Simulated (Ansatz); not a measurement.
The same path of a periodic cell of 23 atoms, Si8O15 (host SiO2, host structure P4_2/mnm, one O atom removed), cell charge +2 was run twice with different band settings.

Theory: DFT PBE-D3(BJ), scalar-relativistic, plane waves, PAW in Ansatz 0.2.0. Settings: PAW set soft_1, cutoff 420 eV, k mesh 2x2x2, gaussian smearing 0.02 eV, no spin polarisation.

Relaxed end points:

```xyz
23
Lattice="-4.1929 -4.1929 0.0000 4.1929 -4.1929 0.0000 0.0000 0.0000 5.3408" Properties=species:S:1:pos:R:3
Si 0.166 -4.039 0.008
Si 2.010 -2.195 1.464
O 1.406 -2.800 0.008
O 0.886 -0.827 1.324
O 3.378 -3.320 1.325
Si -0.079 -4.284 2.678
Si 2.011 -2.195 3.892
O 1.201 -3.005 2.678
O 0.886 -0.827 4.031
O -1.322 -5.528 2.678
O 3.379 -3.320 4.031
Si 0.024 0.011 0.008
Si -2.086 -2.098 1.331
O -2.905 -2.917 0.008
O 0.760 -5.032 1.297
O -1.258 -1.270 0.007
O -0.826 -3.445 1.298
Si 0.042 0.030 2.678
Si -2.085 -2.098 4.025
O -2.889 -2.901 2.678
O 0.760 -5.032 4.059
O -1.253 -1.265 2.678
O -0.826 -3.445 4.058
```

```xyz
23
Lattice="-4.1929 -4.1929 0.0000 4.1929 -4.1929 0.0000 0.0000 0.0000 5.3408" Properties=species:S:1:pos:R:3
Si -0.162 -4.355 0.000
Si 2.187 -2.006 1.456
O 2.792 -1.401 0.000
O 0.818 -0.882 1.317
O 3.311 -3.375 1.317
Si 0.083 -4.109 2.670
Si 2.187 -2.006 3.885
O 1.327 -2.866 2.670
O 0.818 -0.882 4.024
O -1.197 -5.390 2.670
O 3.311 -3.375 4.024
Si -0.019 -0.019 0.000
Si -2.103 -2.103 1.323
O -2.930 -2.930 0.000
O 0.831 -4.949 1.290
O -1.284 -1.284 0.000
O -0.756 -3.362 1.290
Si -0.038 -0.038 2.670
Si -2.103 -2.103 4.018
O -2.935 -2.935 2.670
O 0.831 -4.949 4.051
O -1.300 -1.300 2.670
O -0.756 -3.362 4.051
```

Common settings: climbing image yes; spring 5.0 eV/Å²; optimiser quadratic models (default); end points relaxed.

| run | movable images | start path | force threshold | iteration limit |
| --- | --- | --- | --- | --- |
| 1 | 7 | straight line | 0.03 eV/Å | 25 |
| 2 | 3 | default | 0.2 eV/Å | 50 |

Question: What does each run give, and how far can it be trusted?

Answer: Run 1: converged after 6 iterations, highest image 2.367 eV above the first end. By the program's own check the climbing image is of a kind that is not told: the force calls were inconclusive, a negative curvature could not be distinguished from the path's own, the only one lies far off the path, or fixed occupations may fill a level only in part (lowest curvatures found: -8.74 and 3.35 eV/Å²).
Run 2: converged after 4 iterations, highest image 2.367 eV above the first end. The threshold of 0.2 eV/Å is loose, so the images may lie well off the minimum-energy path. Neighbouring images differ by up to 1.3 eV, so the band resolves the path poorly. The order of the stationary point at the top wasn't checked.
Limits of this set-up: coarse k mesh, charged cell in a uniform background, uncorrected.
